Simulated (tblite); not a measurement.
# C5H10AlBrS: the cost of one run

Computed with tblite 0.8.0 and PySCF 2.14.0, with density-fitted response routines of our own, on a single molecule in the gas phase. Atoms count from 0, in the outputs and in this text.

## (1) The starting structure

18 atoms, charge 0, multiplicity 1; geometry from: force field or distance geometry start.

Bonds of the start (Å): C0–C1 1.32, C1–C2 1.51, C2–C3 1.52, C1–Al4 2.00, Al4–Br5 2.37, Al4–S6 2.27, S6–C7 1.82, C0–H8 1.08, C0–H9 1.09, C2–H10 1.13, C2–H11 1.11, C3–H12 1.09, C3–H13 1.12, C3–H14 1.11, C7–H15 1.10, C7–H16 1.11, C7–H17 1.12.

## (2) Relaxing the molecule with GFN2-xTB

Job settings and geometry (Å):

```
{"job": {"kind": "relax", "xc": "GFN2-xTB", "basis": "xTB"}, "charge": 0, "multiplicity": 1}
C     -1.410800     1.828300    -0.944100
C     -1.021000     0.854000    -0.136900
C     -1.482100    -0.570000    -0.325400
C     -0.657600    -1.268200    -1.398900
Al     0.276800     1.249500     1.331700
Br     1.069500     3.464400     1.629700
S      0.989800    -0.406500     2.702900
C      2.462600    -0.814300     1.717800
H     -1.060100     2.845600    -0.811000
H     -2.114400     1.627300    -1.751700
H     -2.562700    -0.572300    -0.638700
H     -1.424500    -1.133200     0.627900
H     -0.757300    -0.754400    -2.357400
H     -1.010300    -2.321000    -1.510300
H      0.408800    -1.288900    -1.088900
H      3.123500     0.064100     1.649900
H      3.009000    -1.640700     2.212100
H      2.152100    -1.157300     0.699500
```

Started as:

```console
OMP_NUM_THREADS=1 python probes_run.py task.json out
```

This one command runs all jobs of the session in turn.

**Question.** How long does this first job take on 1 thread of Intel Xeon at 2.50GHz, shared host, and how much memory does it need?

About 4.8 s, with a peak of 0.18 GiB.
